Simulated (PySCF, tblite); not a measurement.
# C₆H₁₀ClNSi₂: geometry, infrared bands and NMR shifts

Aim: predict the infrared bands and NMR shifts of C₆H₁₀ClNSi₂ (`ClC[SiH2][SiH2]c1ccccn1`).

The runs use tblite 0.8.0 and PySCF 2.14.0, with density-fitted response routines of our own; the level of theory stands in each step. All values are computed, except where a source is named. Atoms are numbered from 0 throughout.

## (1) The molecule as given

20 atoms, charge 0, multiplicity 1; geometry from: force field or distance geometry start.

Bonds of the start (Å): Cl0–C1 1.79, C1–Si2 1.85, Si2–Si3 2.31, Si3–C4 1.85, C4–C5 1.39, C5–C6 1.39, C6–C7 1.39, C7–C8 1.38, C8–N9 1.34, N9–C4 1.36, C1–H10 1.09, C1–H11 1.09, Si2–H12 1.50, Si2–H13 1.49, Si3–H14 1.48, Si3–H15 1.51, C5–H16 1.09, C6–H17 1.09, C7–H18 1.09, C8–H19 1.09.

## (2) Geometry optimisation with GFN2-xTB

Job settings and geometry (Å):

```
{"job": {"kind": "relax", "xc": "GFN2-xTB", "basis": "xTB"}, "charge": 0, "multiplicity": 1}
Cl     4.001200     2.102900     0.458800
C      2.587400     1.168200    -0.124900
Si     2.494400    -0.407500     0.843400
Si     0.816800    -1.688700    -0.103800
C     -0.717800    -0.652100    -0.192700
C     -1.916000    -1.010500     0.421100
C     -3.014900    -0.167500     0.290900
C     -2.898700     1.001600    -0.445700
C     -1.681300     1.278400    -1.038100
N     -0.598900     0.489100    -0.925400
H      2.735000     0.990300    -1.187000
H      1.705600     1.791600     0.016300
H      2.173000    -0.146400     2.288100
H      3.771200    -1.167800     0.789400
H      1.226800    -2.169400    -1.442700
H      0.559600    -2.896900     0.764400
H     -1.996400    -1.922400     1.005500
H     -3.958700    -0.434800     0.770700
H     -3.749000     1.670300    -0.563800
H     -1.544400     2.182300    -1.627400
```

On the command line:

```
$ OMP_NUM_THREADS=1 python probes_run.py task.json out
```

This one command runs all jobs of the session in turn.

**Question.** This job is followed by: GFN2-xTB harmonic vibrations, gas phase; GIAO PBE0/pcSseg-1 NMR shielding, non-relativistic, gas phase. What will the session give for the following? strongest single infrared mode (GFN2-xTB); zero-point energy (GFN2-xTB); 13C shifts against TMS (PBE0/pcSseg-1); 1H shifts against TMS (PBE0/pcSseg-1, means over atoms taken as alike); 35Cl shifts against HCl (PBE0/pcSseg-1); 29Si shifts against TMS (PBE0/pcSseg-1); 15N shifts against NH3 (PBE0/pcSseg-1); surface potential, 1st and 99th percentile.

The runs gave:

| quantity | value |
| --- | --- |
| strongest single infrared mode (GFN2-xTB) | 648 cm⁻¹, 761 km/mol |
| zero-point energy (GFN2-xTB) | 85.3 kcal/mol |
| 13C shifts against TMS (PBE0/pcSseg-1) | 168.8, 155.0, 140.3, 136.8, 128.5, 31.5 ppm |
| 1H shifts against TMS (PBE0/pcSseg-1, means over atoms taken as alike) | 8.95, 7.90, 7.85, 7.42, 4.75, 4.21, 3.46 ppm |
| 35Cl shifts against HCl (PBE0/pcSseg-1) | 52 ppm |
| 29Si shifts against TMS (PBE0/pcSseg-1) | -66.7, -72.5 ppm |
| 15N shifts against NH3 (PBE0/pcSseg-1) | 376.2 ppm |
| surface potential, 1st and 99th percentile | -0.95 V and 1.23 V |

**Reading.** Relaxing lowered the energy by 0.225 eV in 220 steps; the close pair that moved most is C1–Si2, from 1.852 to 1.915 Å. The lowest mode is slightly imaginary (11i cm⁻¹), a soft motion within the noise of the Hessian, so the minimum is not strictly shown. The strongest single mode, at 648 cm⁻¹, is spread over many atoms; the largest shares are those of H14, H15. Unscaled tight-binding wavenumbers are off by several per cent, some by more. Its intensities can rank the bands wrongly. At PBE0/pcSseg-1: Shielding is most anisotropic at N9 (span 707 ppm, paramagnetic term -442 ppm). NICS(1)zz of -28 ppm above the planar ring from C4 marks a diatropic (aromatic) ring current. By nearest atom (PBE0/pcSseg-1), the HOMO sits on N9 54 %; C4 10 % and the LUMO on C4 24 %; N9 18 %.
